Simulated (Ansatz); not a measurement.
# F3H3OSi2: one species, many methods

How much do the methods differ for F3H3OSi2? The plan is to run it at one geometry with functionals of several rungs and with coupled cluster. The yardstick is the atomisation energy at the CCSD(T) limit.

Computed with Ansatz 0.2.0, Gaussian basis. Level: functionals in def2-TZVPP, the program's frozen cores in correlated methods.

The runs, in order: PBE-D4, r2SCAN-D4, PBE0-D4, B3LYP-D4, ωB97X-V, ωB97M-V, B2PLYP; CCSD(T)/def2-TZVPP; MP2/def2-QZVPP; extrapolation to the limit.

## (1) Structure used throughout

The geometry comes from an earlier relaxation with PBE0-D4 in a triple-zeta def2 set; it is a stationary point, not always the lowest conformer.

SMILES `F[SiH2]O[SiH](F)F`, 9 atoms, charge 0, spin multiplicity 1.

Atoms are counted from 1 here; the program's logs count them from 0.

Bond lengths: F1–Si2 1.589 Å, Si2–O3 1.623 Å, Si2–H7 1.476 Å, Si2–H8 1.476 Å, O3–Si4 1.601 Å, Si4–F5 1.580 Å, Si4–F6 1.580 Å, Si4–H9 1.463 Å. Angles: F1–Si2–O3 107.7°, F1–Si2–H7 108.0°, F1–Si2–H8 108.0°, O3–Si2–H7 109.3°, O3–Si2–H8 109.9°, H7–Si2–H8 113.7°, Si2–O3–Si4 165.5°, O3–Si4–F5 109.2°, O3–Si4–F6 109.6°, O3–Si4–H9 111.6°, F5–Si4–F6 107.0°, F5–Si4–H9 109.7°, F6–Si4–H9 109.7°.

Coordinates:

```mol
F3H3OSi2
  3D, bonds by distance, orders not assigned

  9  8  0  0  0  0  0  0  0  0999 V2000
   -1.2284   -0.1408   -2.3830 F   0  0
   -0.4708    0.7749   -1.3279 Si  0  0
    0.0184   -0.1784   -0.1093 O   0  0
    0.4493   -0.7807    1.3101 Si  0  0
    1.9533   -0.3968    1.6028 F   0  0
   -0.4249   -0.1253    2.4514 F   0  0
    0.7085    1.3594   -1.9949 H   0  0
   -1.4279    1.7806   -0.8260 H   0  0
    0.2966   -2.2354    1.3458 H   0  0
  1  2  8  0
  2  3  8  0
  3  4  8  0
  4  5  8  0
  4  6  8  0
  2  7  8  0
  2  8  8  0
  4  9  8  0
M  END
```

## (2) PBE-D4 (GGA)

in.yaml reads:

```yaml
crystal:
  periodic: [false, false, false]
  atoms:
    - {symbol: F, position_ang: [-1.228393, -0.140754, -2.382968]}
    - {symbol: Si, position_ang: [-0.470847, 0.774894, -1.327946]}
    - {symbol: O, position_ang: [0.018354, -0.178439, -0.109285]}
    - {symbol: Si, position_ang: [0.449325, -0.780740, 1.310091]}
    - {symbol: F, position_ang: [1.953253, -0.396797, 1.602849]}
    - {symbol: F, position_ang: [-0.424879, -0.125257, 2.451360]}
    - {symbol: H, position_ang: [0.708502, 1.359441, -1.994928]}
    - {symbol: H, position_ang: [-1.427858, 1.780633, -0.825986]}
    - {symbol: H, position_ang: [0.296643, -2.235382, 1.345814]}
basis:
  gaussian: {orbitals: def2-TZVPP}
hamiltonian: {xc: pbe, dispersion: d4}
output: {forces: true, orbitals: {seedname: orbitals}}
```

Command:

```
ansatz run in.yaml --threads 4 --pin off --events-out ev --progress --plain --max-ram 10444MiB
```

Further steps of the session: r2SCAN-D4 (meta-GGA); PBE0-D4 (hybrid); B3LYP-D4 (hybrid); ωB97X-V (range-separated); ωB97M-V (range-separated); B2PLYP (double hybrid); CCSD(T) in def2-TZVPP; MP2 in def2-QZVPP.

Q: Predict the results of all the runs planned. Wanted: atomisation energy, CCSD(T)/CBS; farthest; mean size of error, hybrid; mean size of error, range-separated; gap, smallest and largest; T1 diagnostic; triples share of the correlation energy.

**Answer**, as computed:

| quantity | value |
| --- | --- |
| atomisation energy, CCSD(T)/CBS | 895.0 kcal/mol |
| functionals within 4.5 kcal/mol (0.5 %) | none; nearest ωB97X-V (-5.6 kcal/mol) |
| farthest | PBE0-D4 (-26.3 kcal/mol) |
| mean size of error, hybrid | 21.0 kcal/mol |
| mean size of error, range-separated | 6.3 kcal/mol |
| gap, smallest and largest | 7.54 eV (PBE-D4), 14.42 eV (ωB97X-V) |
| T1 diagnostic | 0.0118 |
| triples share of the correlation energy | 2.9 % |

PBE-D4 misses by -9.3 kcal/mol. Double hybrids carry the basis error of their MP2 part in triple zeta, and no dispersion term here, so their miss is partly the set-up's. The reference freezes the cores and leaves out relativity and excitations past (T), so misses under about 4.5 kcal/mol can't be ranked. Hartree-Fock recovers 75 % of the binding; the rest is correlation. Orbital gaps span 7.5 to 14.4 eV; exact exchange widens them.
